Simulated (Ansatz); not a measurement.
A run of Ansatz 0.2.0 is set up as follows.

input.yaml

```yaml
crystal:
  lattice:
    - [4.1981056157, 0.0, 0.0]
    - [-2.0990528078, 3.6356661109, 0.0]
    - [0.0, 0.0, 3.306847]
  atoms:
    - { symbol: Sn, position: [0.3333333333, 0.6666666667, 0.5] }
    - { symbol: Al, position: [0.0, 0.0, 0.0] }
hamiltonian:
  xc: pbe
  pseudopotentials: { kind: nc, accuracy: standard }
kpoints:
  mp_grid: { grid: [7, 7, 8] }
  band_path:
    path:
      - [[0.0, 0.0, 0.0], [0.5, 0.0, 0.0], [0.3333333333, 0.3333333333, 0.0], [0.0, 0.0, 0.0], [0.0, 0.0, 0.5], [0.5, 0.0, 0.5], [0.3333333333, 0.3333333333, 0.5], [0.0, 0.0, 0.5]]
      - [[0.5, 0.0, 0.5], [0.5, 0.0, 0.0]]
      - [[0.3333333333, 0.3333333333, 0.0], [0.3333333333, 0.3333333333, 0.5]]
    npoints: 14
scf:
  occupations: { method: fermi_dirac, width: 0.05 }
  n_extra_bands: 6
output:
  forces: true
  stress: true
  eigenvalues: true
  fatbands: true
  write_density: true
  write_potential: true
  elf: true
  volumetric_format: npy
```

Potentials or basis: PseudoDojo standard (PBE files).

Launch:

```bash
$ ansatz run input.yaml --threads 2 --pin off --max-ram 5632MiB --backend cpu --events-out ev --progress --plain --runs-dir out
```

Problem. Estimate the band gap on the k mesh.

Solution. None (metal or under the smearing width).

Problem. Estimate the pressure.

Solution. 0.2 GPa.

Stress tensor (GPa, compression positive):
```
0.08 0.00 0.00
0.00 0.08 0.00
0.00 0.00 0.35
```

Caveat: spin-orbit coupling is left out, which moves the levels of the heavy elements.
